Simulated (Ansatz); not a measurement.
# Si₂NH₇ + HF: a complex and its separated parts

Aim: how far the complex at one end of a reaction step lies below its separated, relaxed parts, level by level.

Program: Ansatz 0.2.0, Gaussian basis. Level of theory: PBE0-D4/def2-TZVP structures, single points in def2-TZVPP, no counterpoise correction. These are calculated values, not measurements.

Levels: SPW92, PBE-D4, BLYP-D4, r2SCAN-D4, B97M-V, PBE0-D4, B3LYP-D4, r2SCAN0-D4, BHLYP-D4, CAM-B3LYP-D4, wB97X-V, wB97M-V, B2PLYP, PBE-QIDH, RPA on PBE, Hartree-Fock, MP2, CCSD, CCSD(T).

Cores are frozen in the correlated methods. B3LYP uses VWN-RPA correlation. B2PLYP carries no dispersion term here.

95 further runs of the same task are left out: 1 that didn't finish, 94 set aside as unsound or not needed. Runs told in other sessions of the task aren't counted.

## 1. The system as given

The complex: 12 atoms, charge 0, spin multiplicity 1.

Atoms are counted from 1 here; the program's logs count them from 0.

Bond lengths: Si1–Si2 2.359 Å, Si1–H3 1.488 Å, Si1–H4 1.487 Å, Si1–N5 1.717 Å, Si2–H8 1.506 Å, Si2–H9 1.488 Å, Si2–H10 1.488 Å, N5–H11 1.007 Å, N5–H12 1.010 Å, H6–F7 0.931 Å. Angles: Si2–Si1–H3 107.2°, Si2–Si1–H4 106.8°, Si2–Si1–N5 115.1°, H3–Si1–H4 109.6°, H3–Si1–N5 108.0°, H4–Si1–N5 110.1°, Si1–Si2–H8 110.7°, Si1–Si2–H9 113.5°, Si1–Si2–H10 112.5°, H8–Si2–H9 105.2°, H8–Si2–H10 105.4°, H9–Si2–H10 109.0°, Si1–N5–H11 119.3°, Si1–N5–H12 118.3°, H11–N5–H12 111.3°.

Coordinates:

```xyz
12

Si   -0.68786   -0.20952   -0.99144
Si    0.60069   -1.39875    0.58640
H    -0.57734   -0.93411   -2.28590
H    -2.09630   -0.25190   -0.51512
N    -0.20200    1.41688   -1.24947
H     0.08550    0.90083    1.96785
F    -0.20182    1.77815    1.85002
H     0.57186   -0.71083    1.92559
H     0.10040   -2.77661    0.84484
H     2.03880   -1.46819    0.20968
H     0.55558    1.61012   -1.88425
H    -0.18740    2.04373   -0.45821
```

Its parts: Si₂NH₇ holds atoms 1, 2, 3, 4, 5, 8, 9, 10, 11, 12; HF holds atoms 6, 7. Each part counts its atoms afresh in its own runs.

## 2. Relaxing Si₂NH₇ alone

Input file relax-a/in.yaml:

```yaml
crystal:
  periodic: [false, false, false]
  atoms:
    - {symbol: Si, position_ang: [-0.687860, -0.209525, -0.991436]}
    - {symbol: Si, position_ang: [0.600686, -1.398746, 0.586398]}
    - {symbol: H, position_ang: [-0.577343, -0.934109, -2.285898]}
    - {symbol: H, position_ang: [-2.096300, -0.251903, -0.515119]}
    - {symbol: N, position_ang: [-0.201998, 1.416880, -1.249467]}
    - {symbol: H, position_ang: [0.571856, -0.710825, 1.925592]}
    - {symbol: H, position_ang: [0.100404, -2.776608, 0.844844]}
    - {symbol: H, position_ang: [2.038805, -1.468193, 0.209678]}
    - {symbol: H, position_ang: [0.555576, 1.610116, -1.884254]}
    - {symbol: H, position_ang: [-0.187399, 2.043727, -0.458207]}
basis:
  gaussian: {orbitals: def2-TZVP}
hamiltonian: {xc: pbe0, dispersion: d4}
relax: {f_tol: 0.005, max_steps: 200}
```

The run is started by

```
> ansatz run in.yaml --threads 4 --pin off --events-out ev --progress --plain --max-ram 9574MiB
```

Further steps of the session: Relaxing HF alone; SPW92/def2-TZVPP; PBE-D4/def2-TZVPP; BLYP-D4/def2-TZVPP; r2SCAN-D4/def2-TZVPP; B97M-V/def2-TZVPP; PBE0-D4/def2-TZVPP; B3LYP-D4/def2-TZVPP; r2SCAN0-D4/def2-TZVPP; BHLYP-D4/def2-TZVPP; CAM-B3LYP-D4/def2-TZVPP; wB97X-V/def2-TZVPP; wB97M-V/def2-TZVPP; B2PLYP/def2-TZVPP; PBE-QIDH/def2-TZVPP; RPA on PBE/def2-TZVPP; CCSD(T)/def2-TZVPP; Vibrations of Si₂NH₇; Vibrations of HF.

Before running it: what results should come out? Wanted: complex less parts, CCSD(T)/def2-TZVPP; with zero-point energy; largest T1 diagnostic.

As calculated:

| quantity | value |
| --- | --- |
| complex less parts, CCSD(T)/def2-TZVPP | -3.7 kcal/mol |
| with zero-point energy | -2.1 kcal/mol |
| largest T1 diagnostic | 0.012 |

At CCSD(T) the complex lies 3.7 kcal/mol below its parts. B2PLYP is the best functional here (0.0 kcal/mol from CCSD(T)); SPW92 is the worst (-5.2 kcal/mol). Mean unsigned error by rung: LDA 5.2, GGA 1.9, meta-GGA 1.4, hybrid 1.1, range-separated hybrid 1.2, double hybrid 0.0 kcal/mol. The double hybrids carry no dispersion term here, unlike the levels marked D4 or V. PBE-D4 gives a relative energy 2.2 kcal/mol too low, outside chemical accuracy (1 kcal/mol). No counterpoise was applied, and triple zeta lacks some correlation, so the CCSD(T) reference has a basis error of its own, and close matches with it are partly luck.
